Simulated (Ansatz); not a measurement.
**Be2C: a C atom hops into a vacancy**

One C atom is taken out of a 2×2×2 supercell of Be2C. How high is the barrier for its neighbour C11, 3.07 Å away, to move into the hole? The program relaxes both ends, then the band.

All numbers below are computed with Ansatz 0.2.0 (DFT PBE, plane waves, PAW, scalar-relativistic, no spin polarisation).

## 1. The structure to begin with

The cell holds 23 atoms (C7Be16): a = 6.207 Å, b = 6.207 Å, c = 6.207 Å, α = 60.00°, β = 60.00°, γ = 60.00°.

The empty site lies at (2.18, 0.05, 2.17) Å, and C11 starts at (4.38, 2.19, 2.20) Å. All atoms were shaken by about 0.02 Å to break the symmetry.

As a file:

```xyz
23
Lattice="0.0000 4.3888 4.3888 4.3888 0.0000 4.3888 4.3888 4.3888 0.0000" Properties=species:S:1:pos:R:3 pbc="T T T"
Be    1.0841    1.0841    1.0821
Be    3.2708    3.2769    3.2997
C    -0.0231   -0.0328   -0.0250
Be    3.2730    3.3053    1.1171
Be    5.5391    5.4702    3.2895
C     2.1828    2.2223   -0.0048
Be    3.2804    1.0863    3.2726
Be    5.4972    3.2888    5.5054
Be    5.4692    3.2955    3.2952
Be    7.6912    5.5087    5.4734
C     4.3841    2.1859    2.2030
Be    1.0960    3.2973    3.2589
Be    3.2793    5.5038    5.4602
C     0.0027    2.1800    2.2164
Be    3.2902    5.5263    3.2769
Be    5.4735    7.6750    5.4768
C     2.2150    4.3772    2.1903
Be    3.3115    3.2826    5.4906
Be    5.4662    5.4743    7.6822
C     2.1600    2.2127    4.3771
Be    5.5001    5.4750    5.4512
Be    7.6983    7.6933    7.6977
C     4.4016    4.3989    4.3879
```

## 2. Nudged elastic band

crystal.atoms is the first end and neb.final_atoms the second, which differs in C11 alone.

Contents of input.yaml:

```yaml
crystal:
  lattice:
    - [0.0, 4.388794, 4.388794]
    - [4.388794, 0.0, 4.388794]
    - [4.388794, 4.388794, 0.0]
  atoms:
    - { symbol: Be, position: [0.12327745, 0.12327423, 0.12373395] }
    - { symbol: Be, position: [0.37661689, 0.37523898, 0.3700322] }
    - { symbol: C, position: [-0.00396305, -0.00174079, -0.0035198] }
    - { symbol: Be, position: [0.1309481, 0.12359247, 0.62216992] }
    - { symbol: Be, position: [0.36691234, 0.3826108, 0.87948534] }
    - { symbol: C, position: [0.00395233, -0.00503563, 0.50239936] }
    - { symbol: Be, position: [0.12287544, 0.62279661, 0.12465032] }
    - { symbol: Be, position: [0.3756059, 0.87881513, 0.37374902] }
    - { symbol: Be, position: [0.12777448, 0.62304668, 0.62311978] }
    - { symbol: Be, position: [0.37492959, 0.87220874, 0.88024558] }
    - { symbol: C, position: [0.00054057, 0.50141434, 0.49751842] }
    - { symbol: Be, position: [0.62207359, 0.12048472, 0.12923506] }
    - { symbol: Be, position: [0.87549146, 0.36863718, 0.37857217] }
    - { symbol: C, position: [0.50056451, 0.00444804, -0.00383378] }
    - { symbol: Be, position: [0.62807977, 0.11857927, 0.63111126] }
    - { symbol: Be, position: [0.87475777, 0.37314449, 0.87401523] }
    - { symbol: C, position: [0.4958739, 0.00320064, 0.5014882] }
    - { symbol: Be, position: [0.6222394, 0.62881856, 0.12570842] }
    - { symbol: Be, position: [0.8761246, 0.87428784, 0.37120518] }
    - { symbol: C, position: [0.50467757, 0.49266855, -0.00051055] }
    - { symbol: Be, position: [0.61816438, 0.62389723, 0.62932151] }
    - { symbol: Be, position: [0.87640225, 0.87755263, 0.8765322] }
    - { symbol: C, position: [0.49959115, 0.50020314, 0.50271261] }
kpoints:
  mp_grid: { grid: [3, 3, 3] }
magnetization:
  spin_polarized: false
scf:
  occupations: { method: gaussian, width: 0.1 }
hamiltonian:
  pseudopotentials: { kind: paw }
  xc: pbe
basis:
  ecutwfc: 420
neb:
  images: 3
  relax_end_points: true
  climbing: true
  f_tol: 0.1
  max_iterations: 40
  order_check: false
  final_atoms:
    - { symbol: Be, position: [0.12327745, 0.12327423, 0.12373395] }
    - { symbol: Be, position: [0.37661689, 0.37523898, 0.3700322] }
    - { symbol: C, position: [-0.00396305, -0.00174079, -0.0035198] }
    - { symbol: Be, position: [0.1309481, 0.12359247, 0.62216992] }
    - { symbol: Be, position: [0.36691234, 0.3826108, 0.87948534] }
    - { symbol: C, position: [0.00395233, -0.00503563, 0.50239936] }
    - { symbol: Be, position: [0.12287544, 0.62279661, 0.12465032] }
    - { symbol: Be, position: [0.3756059, 0.87881513, 0.37374902] }
    - { symbol: Be, position: [0.12777448, 0.62304668, 0.62311978] }
    - { symbol: Be, position: [0.37492959, 0.87220874, 0.88024558] }
    - { symbol: C, position: [0.00442335, 0.48900312, 0.00680987] }
    - { symbol: Be, position: [0.62207359, 0.12048472, 0.12923506] }
    - { symbol: Be, position: [0.87549146, 0.36863718, 0.37857217] }
    - { symbol: C, position: [0.50056451, 0.00444804, -0.00383378] }
    - { symbol: Be, position: [0.62807977, 0.11857927, 0.63111126] }
    - { symbol: Be, position: [0.87475777, 0.37314449, 0.87401523] }
    - { symbol: C, position: [0.4958739, 0.00320064, 0.5014882] }
    - { symbol: Be, position: [0.6222394, 0.62881856, 0.12570842] }
    - { symbol: Be, position: [0.8761246, 0.87428784, 0.37120518] }
    - { symbol: C, position: [0.50467757, 0.49266855, -0.00051055] }
    - { symbol: Be, position: [0.61816438, 0.62389723, 0.62932151] }
    - { symbol: Be, position: [0.87640225, 0.87755263, 0.8765322] }
    - { symbol: C, position: [0.49959115, 0.50020314, 0.50271261] }
```

Started as:

```
$ ansatz run input.yaml --threads 4 --pin off --max-ram 8192MiB --backend cpu --events-out ev --progress --plain --runs-dir out
```

The program printed, cut to the lines that bear on the results:

```text
Warning: neb: disabling space-group detection — the band's intermediate images generally break the endpoint symmetry, so no spatial operation reduces the k-mesh or symmetrises the density, except that a semilocal band can use its path's symmetry ahead of convergence; time reversal is [...]
Warning: RAYON_NUM_THREADS=4 ignored (pool sized by the plan → 4); use --threads N
[...]
Pseudopotentials: kind: paw
Pseudopotential: Be, paw, valence charge 2, recommended cutoff 420 eV (normal), Be.paw.azcp
Pseudopotential: C, paw, valence charge 4, recommended cutoff 420 eV (normal), C.paw.azcp
Functional definition: PBE
[...]
parallel-image band execution: 3 concurrent image workers
NEB image 0
Crystal: 23 atoms, lattice volume = 169.070 Å³
Basis set: ecut = 420 eV, 3287 PW (Γ), exchange–correlation on 90×90×90 points (8 copies of the dense FFT grid, shifted against one another)
Bands: 53, of which v1, the nominal top of the filled ones, is band 30 counted from 1 (29 counted from 0)
Symmetry: 1 space group operations
k-points: 14 of 27 (time reversal used)
[...]
SCF iter   1: F=—  HF=-3242.108301 eV  |F-HF|=—  |Δ(HF+E_count)|=         —  Δρ=8.36e-3  dr2=2.97e-1  ethr=1.77e-3  ⟨swp⟩=8.1  Hψ=4291  notcnv=0  defer=106
[...]
NSCF: frozen V_eff on 14 k-points
NEB image 4
[...]
NSCF: frozen V_eff on 14 k-points
NEB end point (image 0): max|allowed force component| = 7.888e-1 eV/Å (the criterion of neb.relax_end_points is 2.000e-2)
NEB end point (image 4): max|allowed force component| = 7.658e-1 eV/Å (the criterion of neb.relax_end_points is 2.000e-2)
NEB image 0, for its relaxation
[...]
NEB image 0, for its relaxation
[...]
NEB image 0, for its relaxation
[...]
NEB image 0, for its relaxation
[...]
SCF iter   5: F=-3242.196123 eV  HF=-3242.196123 eV  |F-HF|=7.48e-9  |Δ(HF+E_count)|=   6.98e-8  Δρ=2.39e-6  dr2=1.20e-8  ethr=1.67e-10  ⟨swp⟩=4.0  Hψ=2027  notcnv=0
[...]
NEB image 0
[...]
```

## 3. More of the same log

The log, continued, cut to the lines that bear on the results:

```text
SCF iter   1: F=—  HF=-3242.196117 eV  |F-HF|=—  |Δ(HF+E_count)|=         —  Δρ=3.09e-6  dr2=1.99e-8  ethr=3.38e-11  ⟨swp⟩=2.4  Hψ=2392  notcnv=0
[...]
NSCF: frozen V_eff on 14 k-points
NEB end point (image 0): relaxed in 19 SCF iterations, 0.177962 eV lower, largest move of an atom 0.085 Å; not tested for a saddle point
NEB image 4, for its relaxation
[...]
NEB image 4, for its relaxation
[...]
NEB image 4, for its relaxation
[...]
NEB image 4
[...]
NSCF: frozen V_eff on 14 k-points
NEB end point (image 4): relaxed in 14 SCF iterations, 0.189095 eV lower, largest move of an atom 0.060 Å; not tested for a saddle point
NEB image 1
[...]
NEB image 2
[...]
NEB image 3
[...]
NEB iter   1: max|band force component| = 3.648e1 eV/Å  barrier→ = 17.3006 eV  barrier← = 17.3005 eV  Δτ_max = 0.1972 Å  (36 SCF iters)
[...]
NEB iter   2: max|band force component| = 1.277e1 eV/Å  barrier→ = 7.8075 eV  barrier← = 7.8075 eV  Δτ_max = 0.1085 Å  (22 SCF iters)
NEB image 1
[...]
SCF iter   5: F=—  HF=-3240.044644 eV  |F-HF|=—  |Δ(HF+E_count)|=   4.00e-5  Δρ=5.17e-5  dr2=8.37e-6  ethr=2.94e-7  ⟨swp⟩=2.9  Hψ=1098  notcnv=0
```

## 4. More of the same log

Output, continued, cut to the lines that bear on the results:

```text
SCF iter   6: F=—  HF=-3240.044695 eV  |F-HF|=—  |Δ(HF+E_count)|=   5.11e-5  Δρ=1.49e-5  dr2=4.99e-7  ethr=1.39e-8  ⟨swp⟩=2.7  Hψ=1111  notcnv=0
[...]
NEB image 2
[...]
NEB image 3
[...]
NEB iter   3: max|band force component| = 5.864e0 eV/Å  barrier→ = 5.7838 eV  barrier← = 5.7837 eV  Δτ_max = 0.0915 Å  (20 SCF iters)
[...]
NEB iter   5: max|band force component| = 4.032e-1 eV/Å  barrier→ = 4.9751 eV  barrier← = 4.9751 eV  CI = image 2  Δτ_max = 0.0121 Å  (18 SCF iters)
[...]
NEB iter   6: max|band force component| = 6.186e-2 eV/Å  barrier→ = 4.9675 eV  barrier← = 4.9674 eV  CI = image 2  Δτ_max = 0.0000 Å  (16 SCF iters)
SCF converged after 6 iterations
Free energy (F): -3237.228664 eV
[...]
E sigma→0 (E₀):  -3237.218093 eV
Entropy (-TS):   -0.021143 eV (-0.919 meV/atom)
Fermi energy:    9.500135 eV
[...]
--- Forces (eV/Å), atoms counted from 1 ---
[...]
    - { symbol: Be, position: [0.8212597770251389, 0.3204338580220663, 0.4288760832755285] }
    - { symbol: C, position: [0.4997873544174377, -0.0010463520245312108, 0.00863918128400401] }
    - { symbol: Be, position: [0.6088784349354478, 0.10794937528427284, 0.6416447371481484] }
    - { symbol: Be, position: [0.8819745223459879, 0.3811198668413397, 0.8686853502337554] }
    - { symbol: C, position: [0.4998011644907786, -0.0010337905021361449, 0.4925604840893507] }
    - { symbol: Be, position: [0.628996736279395, 0.6187744214313234, 0.1407632298809388] }
    - { symbol: Be, position: [0.8799980946519931, 0.8699635434577352, 0.36037049741124727] }
    - { symbol: C, position: [0.5268257568121699, 0.5078193304104144, -0.017332671858926174] }
    - { symbol: Be, position: [0.6292467663361155, 0.6185681250372107, 0.6113802564963513] }
    - { symbol: Be, position: [0.8802075513994726, 0.8697435012792699, 0.8896283250372012] }
    - { symbol: C, position: [0.47269715553393227, 0.49009355676741423, 0.5185923800814602] }
```

Run time: 83 s. Hardware: 4 threads of Arm Neoverse V2, shared host; peak memory 0.93 GiB.

## 5. The band, image by image

The 3 inner images lie between the fixed ends 0 and 4. Energy is taken from image 0, and the path length is the program's own coordinate along the band.

| image | path (Å) | energy (eV) | C11 x y z (Å) | band force (eV/Å) |
| --- | --- | --- | --- | --- |
| 0 | 0.000 | 0.0000 | 4.39 2.19 2.19 | - |
| 1 | 0.912 | 1.9136 | 3.90 1.71 2.19 | 0.043 |
| 2* | 1.824 | 4.9675 | 3.29 1.10 2.19 | 0.062 |
| 3 | 2.736 | 1.9160 | 2.68 0.49 2.19 | 0.043 |
| 4 | 3.647 | 0.0001 | 2.19 0.00 2.19 | - |

The star marks the climbing image.

image, energy (eV) and a bar:
```
        0      0.000 
        1      1.914 ############
        2      4.967 ##############################
        3      1.916 ############
        4      0.000
```

The top of the band by iteration:

```csv
iteration,highest image above image 0 (eV),largest band force (eV/Å)
1,17.3006,36.478
2,7.8075,12.775
3,5.7838,5.864
4,5.0751,1.852
5,4.9751,0.403
6,4.9675,0.062
```

Positions of all images (Å):

```xyz
23
Lattice="0.000 4.389 4.389 4.389 0.000 4.389 4.389 4.389 0.000" Properties=species:S:1:pos:R:3 pbc="T T T" image=0 dE=0.0000
Be    1.078    1.115    1.075
Be    3.289    3.293    3.286
C    -0.002    0.001   -0.005
Be    3.288    3.294    1.095
Be    5.464    5.506    3.307
C     2.193    2.195   -0.005
Be    3.308    1.115    3.305
Be    5.485    3.293    5.482
Be    5.466    3.275    3.305
Be    7.678    5.485    5.482
C     4.387    2.195    2.190
Be    1.098    3.294    3.285
Be    3.310    5.506    5.461
C    -0.002    2.195    2.190
Be    3.288    5.484    3.285
Be    5.464    7.661    5.461
C     2.193    4.389    2.190
Be    3.308    3.274    5.463
Be    5.485    5.486    7.675
C     2.193    2.195    4.384
Be    5.486    5.484    5.483
Be    7.699    7.661    7.696
C     4.387    4.389    4.384
23
Lattice="0.000 4.389 4.389 4.389 0.000 4.389 4.389 4.389 0.000" Properties=species:S:1:pos:R:3 pbc="T T T" image=1 dE=1.9136
Be    1.118    1.140    1.041
Be    3.272    3.196    3.253
C     0.011   -0.040    0.113
Be    3.273    3.195    1.126
Be    5.507    5.528    3.338
C     2.152    2.208   -0.124
Be    3.253    1.061    3.610
Be    5.502    3.311    5.429
Be    5.548    3.356    3.268
Be    7.675    5.484    5.586
C     3.899    1.707    2.189
Be    1.113    3.310    3.338
Be    3.252    5.449    5.158
C     0.035    2.232    2.189
Be    3.287    5.484    3.181
Be    5.550    7.747    5.499
C     2.170    4.367    2.189
Be    3.331    3.316    5.430
Be    5.387    5.470    7.642
C     2.152    2.208    4.502
Be    5.386    5.470    5.515
Be    7.720    7.705    7.727
C     4.400    4.349    4.265
23
Lattice="0.000 4.389 4.389 4.389 0.000 4.389 4.389 4.389 0.000" Properties=species:S:1:pos:R:3 pbc="T T T" image=2 dE=4.9675
Be    1.180    1.143    1.087
Be    3.246    3.210    3.292
C     0.038   -0.038    0.152
Be    3.247    3.207    1.088
Be    5.569    5.531    3.291
C     2.152    2.236   -0.163
Be    3.291    1.100    3.755
Be    5.484    3.294    5.408
Be    5.483    3.292    3.223
Be    7.678    5.487    5.620
C     3.290    1.098    2.188
Be    1.095    3.293    3.358
Be    3.289    5.487    5.011
C     0.033    2.231    2.189
Be    3.290    5.488    3.146
Be    5.485    7.683    5.543
C     2.157    4.355    2.189
Be    3.333    3.378    5.476
Be    5.400    5.444    7.680
C     2.153    2.236    4.541
Be    5.398    5.445    5.476
Be    7.722    7.767    7.680
C     4.427    4.351    4.225
23
Lattice="0.000 4.389 4.389 4.389 0.000 4.389 4.389 4.389 0.000" Properties=species:S:1:pos:R:3 pbc="T T T" image=3 dE=1.9160
Be    1.192    1.117    1.125
Be    3.247    3.272    3.338
C     0.039   -0.010    0.113
Be    3.249    3.270    1.041
Be    5.582    5.505    3.252
C     2.180    2.238   -0.125
Be    3.328    1.138    3.608
Be    5.467    3.277    5.429
Be    5.417    3.228    3.266
Be    7.681    5.491    5.585
C     2.681    0.491    2.188
Be    1.077    3.276    3.337
Be    3.326    5.525    5.156
C     0.021    2.220    2.188
Be    3.293    5.492    3.179
Be    5.422    7.621    5.498
C     2.156    4.355    2.188
Be    3.307    3.391    5.514
Be    5.461    5.446    7.726
C     2.180    2.238    4.502
Be    5.460    5.448    5.430
Be    7.695    7.781    7.641
C     4.428    4.379    4.264
23
Lattice="0.000 4.389 4.389 4.389 0.000 4.389 4.389 4.389 0.000" Properties=species:S:1:pos:R:3 pbc="T T T" image=4 dE=0.0001
Be    1.092    1.102    1.094
Be    3.268    3.316    3.309
C    -0.003    0.003   -0.007
Be    3.273    3.311    1.074
Be    5.483    5.489    3.284
C     2.192    2.198   -0.006
Be    3.272    1.085    3.302
Be    5.483    3.293    5.481
Be    5.500    3.311    3.303
Be    7.679    5.490    5.480
C     2.192    0.003    2.188
Be    1.092    3.292    3.282
Be    3.269    5.469    5.457
C    -0.002    2.197    2.188
Be    3.292    5.492    3.281
Be    5.504    7.703    5.458
C     2.192    4.392    2.188
Be    3.292    3.292    5.484
Be    5.504    5.469    7.695
C     2.192    2.197    4.383
Be    5.501    5.472    5.462
Be    7.679    7.683    7.674
C     4.387    4.392    4.383
```

## 6. Outcome

```
                    quantity                                                                   value
      relaxation of the ends  0.178 eV lower, moves up to 0.09 Å; 0.189 eV lower, moves up to 0.06 Å
            barrier forwards                                                                 4.97 eV
           barrier backwards                                                                 4.97 eV
second end relative to first                                                                0.000 eV
               highest image                                                   2 of 0 to 4, climbing
             band iterations                                                                       6
```

The barrier from the first end is 4.97 eV, 192 times kT at 300 K; with a typical attempt rate of 10^13 per second that is roughly 10^-70 events a second. Both ends agree in energy to 1 meV. The input switches the test of curvatures off, so the top was not shown to be a first-order saddle. The top still moved by 8 meV in the last iteration, which bounds the digits to trust. In 23 atoms the vacancy feels its images, and neither cell size nor mesh was tested.
